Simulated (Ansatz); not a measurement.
# C₄H₆BCl: one species, many methods

An exercise on one series of results from a longer session: the logs are not shown, and one member is left open.

Computed with Ansatz 0.2.0, Gaussian basis. Level: functionals in def2-TZVPP, the program's frozen cores in correlated methods.

The runs, in order: LDA (SPW92), PBE-D4, revPBE-D4, BLYP-D4, r2SCAN-D4, B97M-V, PBE0-D4, B3LYP-D4, r2SCANh-D4, r2SCAN0-D4, HSE06-D4, BHLYP-D4, CAM-B3LYP-D4, LC-ωPBE, ωB97X-V, ωB97M-V, B2PLYP, PBE-QIDH; CCSD(T)/def2-SVP; CCSD(T)/def2-TZVPP; MP2/def2-QZVPP; extrapolation to the limit; RPA on PBE.

**The geometry**

All runs share one geometry, relaxed beforehand with PBE0-D4 in a triple-zeta def2 set.

SMILES `B/C=C(\Cl)C=C`, 12 atoms, charge 0, spin multiplicity 1.

Atoms are counted from 1 here; the program's logs count them from 0.

Bond lengths: B1–C2 1.527 Å, B1–H7 1.193 Å, B1–H8 1.196 Å, C2–C3 1.352 Å, C2–H9 1.089 Å, C3–Cl4 1.725 Å, C3–C5 1.452 Å, C5–C6 1.331 Å, C5–H10 1.086 Å, C6–H11 1.083 Å, C6–H12 1.083 Å. Angles: C2–B1–H7 121.4°, C2–B1–H8 119.2°, H7–B1–H8 119.4°, B1–C2–C3 127.6°, B1–C2–H9 119.5°, C3–C2–H9 112.9°, C2–C3–Cl4 121.5°, C2–C3–C5 122.5°, Cl4–C3–C5 116.0°, C3–C5–C6 126.4°, C3–C5–H10 113.8°, C6–C5–H10 119.9°, C5–C6–H11 121.7°, C5–C6–H12 120.6°, H11–C6–H12 117.7°.

The first run:

Input file in.yaml:

```yaml
crystal:
  periodic: [false, false, false]
  atoms:
    - {symbol: B, position_ang: [-2.572838, 0.082504, 0.005278]}
    - {symbol: C, position_ang: [-1.118057, 0.487047, -0.224635]}
    - {symbol: C, position_ang: [-0.006622, -0.208530, 0.105369]}
    - {symbol: Cl, position_ang: [-0.102694, -1.746555, 0.880804]}
    - {symbol: C, position_ang: [1.332414, 0.284098, -0.166282]}
    - {symbol: C, position_ang: [2.474849, -0.333759, 0.124448]}
    - {symbol: H, position_ang: [-2.854842, -0.951708, 0.529726]}
    - {symbol: H, position_ang: [-3.446750, 0.819111, -0.348414]}
    - {symbol: H, position_ang: [-0.895975, 1.437967, -0.706928]}
    - {symbol: H, position_ang: [1.351234, 1.254020, -0.654665]}
    - {symbol: H, position_ang: [2.490493, -1.301163, 0.610995]}
    - {symbol: H, position_ang: [3.425889, 0.121866, -0.121594]}
basis:
  gaussian: {orbitals: def2-TZVPP}
hamiltonian: {xc: lda}
output: {orbitals: {seedname: orbitals}}
```

Steps of the session up to this table: LDA; PBE-D4 (GGA); revPBE-D4 (GGA); BLYP-D4 (GGA); r2SCAN-D4 (meta-GGA); B97M-V (meta-GGA); PBE0-D4 (hybrid); B3LYP-D4 (hybrid); r2SCANh-D4 (hybrid); r2SCAN0-D4 (hybrid); HSE06-D4 (hybrid); BHLYP-D4 (hybrid); CAM-B3LYP-D4 (range-separated); LC-ωPBE (range-separated); ωB97X-V (range-separated); ωB97M-V (range-separated); B2PLYP (double hybrid); PBE-QIDH (double hybrid).

One table of the session follows, with a row left open; its other results are not shown here.

It belongs to the step «Orbital energies across the functionals». 

| functional | HOMO (eV) | LUMO (eV) | gap (eV) |
| --- | --- | --- | --- |
| LDA (SPW92) | -6.77 | -3.79 | 2.98 |
| PBE-D4 | -6.55 | -3.53 | 3.03 |
| revPBE-D4 | -6.48 | -3.43 | 3.05 |
| BLYP-D4 | -6.36 | -3.35 | 3.01 |
| r2SCAN-D4 | -6.71 | -3.37 | 3.34 |
| B97M-V | -6.71 | -3.33 | 3.38 |
| PBE0-D4 | -7.49 | -2.68 | 4.81 |
| B3LYP-D4 | -7.27 | -2.84 | 4.43 |
| r2SCANh-D4 | -7.07 | -3.06 | 4.01 |
| r2SCAN0-D4 | -7.60 | -2.59 | 5.01 |
| HSE06-D4 | ? | ? | ? |
| BHLYP-D4 | -8.25 | -1.66 | 6.59 |
| CAM-B3LYP-D4 | -8.66 | -1.62 | 7.03 |
| LC-ωPBE | -9.95 | -0.58 | 9.37 |
| ωB97X-V | -9.59 | -0.62 | 8.97 |
| ωB97M-V | -9.51 | -0.74 | 8.77 |

Q: Estimate the row for HSE06-D4 from the others.

The run gave: HOMO (eV): -7.10; LUMO (eV): -3.05; gap (eV): 4.05. In the column «HOMO (eV)» it lies between B3LYP-D4 (-7.27) and r2SCANh-D4 (-7.07).
